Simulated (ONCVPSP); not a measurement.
# Pseudopotential generation for Gd: ONCV, PBE

Task: generate the file, and judge it by its errors in other configurations, its logarithmic derivatives, its ghosts and its cutoff.

Method: ONCVPSP 4.0.1, PBE, scalar-relativistic.

## 1. The design

The settings as typed:

| Quantity | Value |
| --- | --- |
| element | gadolinium (Gd, Z = 64) |
| type | optimised norm-conserving Vanderbilt (ONCV) |
| frozen core | [Xe] |
| valence charge | 10 |
| reference configuration | 4f7 5d1 6s2 |
| partial waves | 6s: rc 3.50 bohr, ncon 4, nbas 9, qcut 2.1 1/bohr, 2 projectors, debl 3.7 Ha; p scattering state at 0.04 Ha: rc 3.05 bohr, ncon 4, nbas 9, qcut 3.3 1/bohr, 2 projectors, debl 3.7 Ha; 5d: rc 3.45 bohr, ncon 4, nbas 9, qcut 5 1/bohr, 2 projectors, debl 2.5 Ha; 4f: rc 0.75 bohr, ncon 4, nbas 9, qcut 16.2 1/bohr, 2 projectors, debl 1.7 Ha |
| local potential | polynomial inside 0.70 bohr (lpopt 2, dvloc0 0 Ha) |
| core correction | Teter function, fcfact 3.25, rcfact 1.2 |

## 2. Generation

File Gd.dat:

```
# ATOM AND REFERENCE CONFIGURATION
# atsym  z   nc   nv     iexc    psfile
  Gd 64.00   11    3        4      upf
#
#   n    l    f
    1    0    2.00
    2    0    2.00
    2    1    6.00
    3    0    2.00
    3    1    6.00
    3    2   10.00
    4    0    2.00
    4    1    6.00
    4    2   10.00
    5    0    2.00
    5    1    6.00
    4    3    7.00
    5    2    1.00
    6    0    2.00
#
# PSEUDOPOTENTIAL AND OPTIMIZATION
# lmax
    3
#
#   l,   rc,      ep,       ncon, nbas, qcut
    0    3.50    0.00    4    9    2.10
    1    3.05    0.04    4    9    3.30
    2    3.45    0.00    4    9    5.00
    3    0.75    0.00    4    9   16.20
#
# LOCAL POTENTIAL
# lloc, lpopt,  rc(5),   dvloc0
    4    2    0.70    0.00
#
# VANDERBILT-KLEINMAN-BYLANDER PROJECTORs
# l, nproj, debl
    0    2    3.70
    1    2    3.70
    2    2    2.50
    3    2    1.70
#
# MODEL CORE CHARGE
# icmod, fcfact, rcfact
    3    3.25    1.20
#
# LOG DERIVATIVE ANALYSIS
# epsh1, epsh2, depsh
   -2.00    5.00    0.02
#
# OUTPUT GRID
# rlmax, drl
    6.00    0.01
#
# TEST CONFIGURATIONS
# ncnf
    4
# nvcnf
#   n    l    f
    3
    4    3    7.00
    5    2    1.00
    6    0    1.00
#
    3
    4    3    7.00
    5    2    1.00
    6    0    0.00
#
    3
    4    3    7.00
    5    2    0.00
    6    0    0.00
#
    3
    4    3    7.00
    5    2    0.00
    6    0    2.00
#
```

Launch:

```
$ oncvpsp.x < Gd.dat > Gd.out
```

Before running it: what results should come out? Wanted: cutoffs for 1 and 0.1 mHa per electron, occupied waves; bound ghosts; GHOST(+) flags; largest test error; largest phase difference near zero energy, channels read; rms error of d²Exc/dn², without and with the model core; projector energies reset by the program.

As calculated:

```
                                                quantity                                            value
  cutoffs for 1 and 0.1 mHa per electron, occupied waves                                569 Ha and 659 Ha
                                            bound ghosts  s at -252.35 eV, p at -207.29 eV, d at -4.68 eV
                                          GHOST(+) flags                           s at 38 eV, p at 86 eV
                            largest test error (AE − PS)      +107 meV, for 4f7 5d1 6s0 (1 test unsolved)
largest phase difference near zero energy, channels read                                        3.139 rad
 rms error of d²Exc/dn², without and with the model core                              14.14 and 13.09 mHa
                 projector energies reset by the program                               p: 0.050, 3.750 Ha
```

A bound ghost (s, p, d) makes it unfit for use: electrons can fall into a state that the atom doesn't have. The worst unpolarised test, 4f7 5d1 6s0, is off by 107 meV on 18.7 eV; by total energies transferability rates as poor. Of the tests 1 gave no usable energy difference, which is a warning in itself. The potential is very hard: the looser tolerance needs 569 Ha. At the looser tolerance the 4f wave is the slowest; 5d needs 7 Ha. Near zero energy the largest phase difference among the channels read is 3.14 rad, in the d channel. A step near π is an extra or missing state, not a misfit of shape. The pseudo curves have a pole with no partner nearby in the atom's: d at -0.17 Ha. The program also flags highly localised states, GHOST(+) (s, p). All of this concerns the isolated atom, not yet a solid.
